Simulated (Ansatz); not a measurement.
**Two self-consistent states of YTiGe**

An SCF can end in more than one state. Here YTiGe, a database structure at a slightly changed volume, is run from each state found earlier: which lies lowest, and what else changes?

All numbers below are computed with Ansatz 0.2.0 (DFT, r2SCAN, plane waves, PAW).

## 1. The system as given

Symmetry: P4/nmm, No. 129, tetragonal system. The conventional cell has a = 4.079 Å, b = 4.079 Å, c = 7.687 Å, α = 90.00°, β = 90.00°, γ = 90.00°. Y (site symmetry 4mm) has 5 Ge at 2.96 to 3.08 Å and 4 Ti at 3.33 Å as nearest neighbours. Ge (site symmetry 4mm) is surrounded by 4 Ti at 2.84 Å and 5 Y at 2.96 to 3.08 Å. Ti (site symmetry -4m2) has 4 Ge at 2.84 Å and 4 Ti at 2.88 Å as nearest neighbours.

In its conventional cell, by symmetry (the run takes the cell typed in the input):

```cif
data_structure
_symmetry_space_group_name_H-M 'P4/nmm:1'
_symmetry_Int_Tables_number 129
_cell_length_a 4.0792
_cell_length_b 4.0792
_cell_length_c 7.6869
_cell_angle_alpha 90.000
_cell_angle_beta 90.000
_cell_angle_gamma 90.000
_cell_volume 127.91
loop_
_atom_site_label
_atom_site_type_symbol
_atom_site_symmetry_multiplicity
_atom_site_Wyckoff_symbol
_atom_site_fract_x
_atom_site_fract_y
_atom_site_fract_z
_atom_site_occupancy
Y1 Y 2 c 0.50000 0.00000 0.65800 1
Ge1 Ge 2 c 0.50000 0.00000 0.25700 1
Ti1 Ti 2 a 0.00000 0.00000 0.00000 1
```

The states: A, Ti5 down, Ti6 down (collinear spin); B, no atom with a moment over 0.3 μB (no spin polarisation). Each run reads its own saved solution as saved_state.

## 2. State A: the run

Contents of input.yaml:

```yaml
crystal:
  lattice:
    - [4.07919239, 0.0, 0.0]
    - [0.0, 4.07919239, 0.0]
    - [0.0, 0.0, 7.68689502]
  atoms:
    - { symbol: "Y", position: [0.25, 0.25, 0.658], spin: 0.0 }
    - { symbol: "Y", position: [0.75, 0.75, 0.342], spin: 0.0 }
    - { symbol: Ge, position: [0.25, 0.25, 0.257], spin: 0.0 }
    - { symbol: Ge, position: [0.75, 0.75, 0.743], spin: 0.0 }
    - { symbol: Ti, position: [0.75, 0.25, 0.0], spin: 1.0 }
    - { symbol: Ti, position: [0.25, 0.75, 0.0], spin: -1.0 }
kpoints:
  mp_grid: { grid: [5, 5, 3], shift: [0.0, 0.0, 0.0] }
  band_path:
    path:
      - [0.0, 0.0, 0.0]
      - [0.0, 0.5, 0.0]
      - [0.5, 0.5, 0.0]
      - [0.0, 0.0, 0.0]
      - [0.0, 0.0, 0.5]
      - [0.0, 0.5, 0.5]
      - [0.5, 0.5, 0.5]
      - [0.0, 0.0, 0.5]
    npoints: 7
magnetization:
  spin_polarized: true
scf:
  occupations: { method: fermi_dirac }
  lower_state_search: "off"
  max_iter: 200
hamiltonian:
  pseudopotentials: { kind: paw }
  xc: r2scan
basis:
  ecutwfc: 500
  fft_grid_basis: typed
output:
  forces: true
  stress: true
  eigenvalues: true
  bader: true
  populations: true
  elf: true
  write_potential: true
  volumetric_format: npy
  dos:
    e_range: [-12, 8]
    de: 0.05
    projected: { site_lists: { Ge: [Ge], Ti: [Ti], "Y": ["Y"] } }
checkpoint:
  read: saved_state
```

Standard output (excerpt; [...] marks lines left out):

```text
Warning: RAYON_NUM_THREADS=1 ignored (pool sized by the plan → 1); use --threads N
[...]
Pseudopotentials: kind: paw
Pseudopotential: Y, paw, valence charge 11, recommended cutoff 500 eV (meta_gga), Y.paw.azcp
Pseudopotential: Ge, paw, valence charge 14, recommended cutoff 500 eV (meta_gga), Ge.paw.azcp
Pseudopotential: Ti, paw, valence charge 12, recommended cutoff 500 eV (meta_gga), Ti.paw.azcp
Functional definition: r2SCAN
[...]
Crystal: 6 atoms, lattice volume = 127.908 Å³
Basis set: ecut = 500 eV, 3293 PW (Γ), exchange–correlation on 120×120×240 points (64 copies of the dense FFT grid, shifted against one another)
Bands: 46, of which v1, the nominal top of the filled ones, is band 37 counted from 1 (36 counted from 0)
Symmetry: 8 space group operations
Space group: P-4m2 (ITA 115), of the structure as read, at distance tolerance 5.0e-5 Å
Magnetic group: BNS 129.418 (UNI 1078), of the structure as read, at distance tolerance 5.0e-5 Å
k-points: 12 of 75 (time reversal used)
[...]
Starting moments: Σ|m| = 2 μB on 2 of 6 sites; this step starts from the density that it was given
[...]
SCF iter   1: F=-21338.860222 eV  HF=-21338.769718 eV  |F-HF|=9.05e-2  |Δ(HF+E_count)|=         —  Δρ=2.55e-3 (↑2.13e-3 ↓2.55e-3)  dr2=1.50e-3  dr2_τ=1.17e-3  dr2_m=2.37e-3  M=-1.149 μB ∫|m|=2.491 μB  β_m=0.30  ethr=1.98e-6  ⟨swp⟩=2.2  Hψ=6619  notcnv=0
[...]
spin=Collinear: Kerker preconditioning applied to the charge; magnetization (m = ρ↑ − ρ↓) channel mixes plain (no charge-response kernel on spin).
[...]
WARN: the starting moments were not kept: 1 of 2 ended reversed and 1 kept their direction, counting a site from 0.1 of the cell's largest site moment. The largest reversed, site 4 (counted from 0, in the order of the report's site_moments_mub), started with +1.0 μB and closes at -7.2e-1 [...]
Per-site moments (μB) at R_I (Å): [(0.11664772002105821, 1.219969614230248), (0.11664772002105833, 1.2199696142302483), (0.016378386779699355, 1.171287877453754), (0.01637838677969907, 1.1712878774537543), (-0.720741028799277, 1.171287877453754), (-0.72077717365141, 1.171287877453754)]
Free energy (F): -21338.869351 eV
[...]
E sigma→0 (E₀):  -21338.818276 eV
Entropy (-TS):   -0.102150 eV (-17.025 meV/atom)
Fermi energy:    11.601429 eV
[...]
--- Forces (eV/Å), atoms counted from 1 ---
  atom   1  Y      0.00000000     0.00000000    -0.18823790
  atom   2  Y      0.00000000     0.00000000     0.18823790
  atom   3  Ge     0.00000000     0.00000000    -0.78378143
  atom   4  Ge    -0.00000000     0.00000000     0.78378143
  atom   5  Ti    -0.00000000     0.00000000     0.00000000
  atom   6  Ti     0.00000000     0.00000000     0.00000000
[...]
--- Stress (GPa, compression-positive) ---
       -1.343454       0.000000       0.000000
        0.000000      -1.343454       0.000000
        0.000000       0.000000      -0.778852
  P = ⅓ Tr σ = -1.1553 GPa (-11.553 kbar)
--- Band table (eV; the first three rows and the last of 24) ---
[...]
--- Löwdin populations: 6 sites ---
  site symbol       q [e]    m [muB]
     0      Y     10.5919     0.3033
     1      Y     10.5919     0.3033
     2     Ge     14.8016     0.0225
     3     Ge     14.8016     0.0225
     4     Ti     11.4171    -0.8919
     5     Ti     11.4171    -0.8920
  spilling = 0.005121 (of n_electrons = 74.000000)
--- Bader charges: 6 sites ---
  site symbol  charge [e]  shift [e]    m [muB]
     0      Y      1.5535     0.0000     0.1873
     1      Y      1.5534     0.0000     0.1873
     2     Ge     -2.1922     0.0027     0.0779
     3     Ge     -2.1921     0.0027     0.0779
     4     Ti      0.6388     0.0027    -0.8328
     5     Ti      0.6387     0.0027    -0.8328
  estimated error of the sums over rays = 5.2e-4 e
```

Wall time 4.4 min (1 thread of an Arm CPU, shared host); peak memory 0.83 GiB.

## 3. What state A looks like

States per cell by energy window, from dos.tsv and pdos.tsv (tetrahedra; eV from the Fermi level):

```csv
from,to,total,up,down,Ge s,Ge p,Ti d,Y d
-5.0,-4.0,0.38,0.09,0.29,0.01,0.15,0.03,0.06
-4.0,-3.0,3.38,1.77,1.61,0.08,1.53,0.41,0.51
-3.0,-2.0,3.85,1.81,2.04,0.04,1.98,0.70,0.72
-2.0,-1.0,4.61,2.22,2.39,0.01,2.13,1.37,0.88
-1.0,0.0,5.63,2.44,3.18,0.03,0.67,2.95,1.45
0.0,1.0,4.42,2.15,2.28,0.01,0.19,2.30,1.69
1.0,2.0,5.72,2.82,2.90,0.03,0.26,3.77,1.42
```

The bands computed are complete only to about 2.6 eV above the Fermi level.

By element, from the tables in the log (a charge is positive for electrons lost):

```csv
element,atoms,Bader charge (e),Bader volume (Å³),Löwdin charge (e),"Bader moment, size (μB)"
Y,2,+1.55,16.9,+0.41,0.19
Ge,2,-2.19,31.4,-0.80,0.08
Ti,2,+0.64,15.6,+0.58,0.83
```

The Löwdin projection spills 0.5 % of the electrons and depends on the orbitals chosen; where it disagrees with Bader's partition, neither is an observable.

The main site moments: Ti5 down, Ti6 down.

## 4. State B: the run

Contents of input.yaml:

```yaml
crystal:
  lattice:
    - [4.07919239, 0.0, 0.0]
    - [0.0, 4.07919239, 0.0]
    - [0.0, 0.0, 7.68689502]
  atoms:
    - { symbol: "Y", position: [0.25, 0.25, 0.658] }
    - { symbol: "Y", position: [0.75, 0.75, 0.342] }
    - { symbol: Ge, position: [0.25, 0.25, 0.257] }
    - { symbol: Ge, position: [0.75, 0.75, 0.743] }
    - { symbol: Ti, position: [0.75, 0.25, 0.0] }
    - { symbol: Ti, position: [0.25, 0.75, 0.0] }
kpoints:
  mp_grid: { grid: [5, 5, 3], shift: [0.0, 0.0, 0.0] }
magnetization:
  spin_polarized: false
scf:
  occupations: { method: fermi_dirac }
  lower_state_search: "off"
  max_iter: 200
hamiltonian:
  pseudopotentials: { kind: paw }
  xc: r2scan
basis:
  ecutwfc: 500
  fft_grid_basis: typed
output:
  forces: true
  stress: true
  eigenvalues: true
  bader: true
  populations: true
  elf: true
  write_potential: true
  volumetric_format: npy
  dos:
    e_range: [-12, 8]
    de: 0.05
    projected: { site_lists: { Ge: [Ge], Ti: [Ti], "Y": ["Y"] } }
checkpoint:
  read: saved_state
```

Standard output (excerpt; [...] marks lines left out):

```text
Warning: RAYON_NUM_THREADS=1 ignored (pool sized by the plan → 1); use --threads N
[...]
[... 5 set-up lines as earlier in the session ...]
[...]
Crystal: 6 atoms, lattice volume = 127.908 Å³
Basis set: ecut = 500 eV, 3293 PW (Γ), exchange–correlation on 120×120×240 points (64 copies of the dense FFT grid, shifted against one another)
Bands: 45, of which v1, the nominal top of the filled ones, is band 37 counted from 1 (36 counted from 0)
Symmetry: 16 space group operations
Space group: P4/nmm (ITA 129), of the structure as read, at distance tolerance 5.0e-5 Å
k-points: 12 of 75
[...]
  atom   4  Ge     0.00000000     0.00000000     0.73156033
  atom   5  Ti     0.00000000     0.00000000     0.00000000
  atom   6  Ti     0.00000000     0.00000000     0.00000000
[...]
--- Stress (GPa, compression-positive) ---
       -1.578789       0.000000       0.000000
        0.000000      -1.578789       0.000000
        0.000000       0.000000      -2.133390
  P = ⅓ Tr σ = -1.7637 GPa (-17.637 kbar)
--- Band table (eV; the first three rows and the last of 12) ---
[...]
--- Löwdin populations: 6 sites ---
  site symbol       q [e]
     0      Y     10.5834
     1      Y     10.5834
     2     Ge     14.8082
     3     Ge     14.8082
     4     Ti     11.4255
     5     Ti     11.4255
  spilling = 0.004943 (of n_electrons = 74.000000)
--- Bader charges: 6 sites ---
  site symbol  charge [e]  shift [e]
     0      Y      1.5631     0.0000
     1      Y      1.5630     0.0000
     2     Ge     -2.1902     0.0027
     3     Ge     -2.1901     0.0027
     4     Ti      0.6271     0.0027
     5     Ti      0.6271     0.0027
  estimated error of the sums over rays = 5.3e-4 e
```

Run time: 74 s. Hardware: 1 thread of an Arm CPU, shared host; peak memory 0.66 GiB.

## 5. What state B looks like

States per cell by energy window, from dos.tsv and pdos.tsv (tetrahedra; eV from the Fermi level):

```
from    to  total  Ge s  Ge p  Ti d   Y d
-5.0  -4.0   0.18  0.00  0.07  0.01  0.03
-4.0  -3.0   3.52  0.09  1.60  0.40  0.54
-3.0  -2.0   3.54  0.04  1.81  0.60  0.68
-2.0  -1.0   4.51  0.01  2.36  1.01  0.92
-1.0   0.0   6.14  0.03  0.66  3.51  1.40
 0.0   1.0   4.79  0.01  0.15  2.59  1.79
 1.0   2.0   5.29  0.03  0.27  3.33  1.44
```

The bands computed are complete only to about 2.5 eV above the Fermi level.

Gathered by element (positive charge: electrons given up):

| element | atoms | Bader charge (e) | Bader volume (Å³) | Löwdin charge (e) |
| --- | --- | --- | --- | --- |
| Y | 2 | +1.56 | 16.9 | +0.42 |
| Ge | 2 | -2.19 | 31.4 | -0.81 |
| Ti | 2 | +0.63 | 15.7 | +0.57 |

Löwdin charges rest on a small set of atomic orbitals that misses 0.5 % of the electrons, so they need not add up to the cell's charge and can differ from Bader's even in sign.

## 6. Results

```
state  free energy (meV/atom)  largest site moment (μB)  size of the net moment (μB/cell)  gap (eV)  pressure (GPa)  largest force (eV/Å)  SCF cycles
    A                     0.0                      0.83                              1.14     metal            -1.2                  0.78          12
    B                    25.5                         –                                 –     metal            -1.8                  0.73           9
```

**Reading.** State A wins by 25.5 meV per atom over B. At the same volume their pressures differ by 0.6 GPa, the state with the larger moments having the higher pressure, so it wants the larger volume, as magnetism tends to expand a lattice. Not all runs allow spin: where it is off, the gap in energy is mostly the cost of forbidding moments, not two ends of one search.

Keep in mind: the k mesh is coarse if the cell is a metal.
